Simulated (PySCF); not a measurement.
# The bond of NaCa+, level by level

Aim: find the lowest electronic state of NaCa+, scan its bond at several levels of theory, and get bond length, wavenumber and dissociation energy from each curve.

Program: PySCF 2.14.0. Level of theory: Na def2-SVP, Ca def2-SVP, no relativity. These are calculated values, not measurements.

### Step 1. The job

The job is set up so:

```json
{
  "atoms": "Na, Ca",
  "charge": "1",
  "basis": "Na def2-SVP, Ca def2-SVP",
  "Hamiltonian": "no relativity",
  "basis functions": "39",
  "electrons treated": "30",
  "masses in u": "22.9898, 39.9626",
  "levels": "PBE0, PBE, r²SCAN, revPBE, M06, r²SCAN0, ωB97X, HF, MP2, SCS-MP2, CCSD, CCSD(T)",
  "grid": "80 radial by 434 angular points",
  "occupations": "held fixed by the projection of orbital angular momentum",
  "dissociation limit": "Na+ + Ca, each in its ground configuration",
  "starting distance in angstrom": "3.265",
  "values of 2S to try": "0, 2"
}
```

The run is started by

```sh
$ OMP_NUM_THREADS=1 python dia.py task.json out
```

After this run come: The PBE0 curve of the state that the search chose; Other states along the same grid; PBE; r²SCAN (meta-GGA); revPBE (GGA); M06 (hybrid meta-GGA); r²SCAN0 (hybrid meta-GGA); ωB97X (range-separated hybrid); RHF; Adding correlation.

Before running it: what results should come out? Wanted: for each run, Re; ωe; De; μ.

The runs gave:

Lowest PBE0 solution found, without spin–orbit coupling: ¹Σ⁺ (singlet), closed shell. State 2 has its PBE0 minimum 1.03 eV higher. The other levels ran on the lowest alone.

```csv
level,Re (Å),ωe (cm⁻¹),De (eV),μ (D)
RHF,3.709,128.3,0.83,-2.31
RHF-MP2,3.685,128.4,0.79,n/a
RHF-SCS-MP2,3.692,128.1,0.80,n/a
RHF-CCSD,3.684,130.5,0.85,n/a
RHF-CCSD(T),3.686,130.4,0.85,n/a
PBE,3.543,135.6,1.06,-1.89
revPBE,3.589,132.6,1.05,-1.89
r²SCAN,3.601,134.8,0.95,-2.29
PBE0,3.558,137.5,1.01,-1.92
r²SCAN0,3.593,135.6,0.93,-2.26
M06,3.662,114.5,0.83,-4.04
ωB97X,3.589,134.0,0.80,-2.78
```

De is counted to Na+ + Ca in their ground configurations. A positive dipole points from Na to Ca; in an ion it is taken about the centre of mass and does not tell which atom is negative.

In words: Bond lengths run from 3.543 Å (PBE) to 3.709 Å (RHF). CCSD(T) can't serve as the judge here: for a weak bond in this basis it is far from its limit. Among the levels with a De in the table, it runs from 0.79 eV (RHF-MP2) to 1.06 eV (PBE).

Correlated steps freeze 6 core orbitals.
